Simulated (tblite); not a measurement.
# C7H11FSi: the cost of one run

The runs use tblite 0.8.0 and PySCF 2.14.0, with density-fitted response routines of our own; the level of theory stands in each step. All values are computed, except where a source is named. Atoms are numbered from 0 throughout.

## 1. The molecule as given

20 atoms, charge 0, multiplicity 1; geometry from: force field or distance geometry start.

Bonds of the start (Å): C0–C1 1.21, C1–C2 1.46, C2–C3 1.55, C3–C4 1.54, C4–F5 1.36, C4–C6 1.57, C6–Si7 1.88, Si7–C8 1.88, C8–C4 1.57, C0–H9 1.06, C2–H10 1.09, C2–H11 1.10, C3–H12 1.10, C3–H13 1.09, C6–H14 1.09, C6–H15 1.10, Si7–H16 1.49, Si7–H17 1.50, C8–H18 1.09, C8–H19 1.10.

## 2. Geometry optimisation with GFN2-xTB

What the job is given:

```
{"job": {"kind": "relax", "xc": "GFN2-xTB", "basis": "xTB"}, "charge": 0, "multiplicity": 1}
C      4.153700     0.892700     0.440300
C      3.087100     0.323200     0.437700
C      1.813000    -0.394700     0.460900
C      0.775000     0.334800    -0.423400
C     -0.570900    -0.405500    -0.375100
F     -0.369400    -1.682600    -0.801200
C     -1.337100    -0.291200     0.987000
Si    -2.943900    -0.321900     0.014300
C     -1.674600     0.350200    -1.206400
H      5.076700     1.404400     0.439300
H      1.944800    -1.419300     0.099000
H      1.435500    -0.468900     1.490200
H      0.651000     1.366500    -0.067800
H      1.143600     0.372300    -1.452100
H     -1.190000    -1.127500     1.672500
H     -1.188600     0.645300     1.545000
H     -3.966500     0.659500     0.463300
H     -3.446000    -1.693900    -0.311300
H     -1.792600     0.020400    -2.235200
H     -1.605700     1.447100    -1.180000
```

The run is started by

```console
> OMP_NUM_THREADS=1 python probes_run.py task.json out
```

One launch serves the whole session: the jobs run in the order shown.

**Question.** How long does this first job take on 1 thread of Arm Neoverse V1, shared host, and how much memory does it need?

About 1.3 s, with a peak of 0.17 GiB.
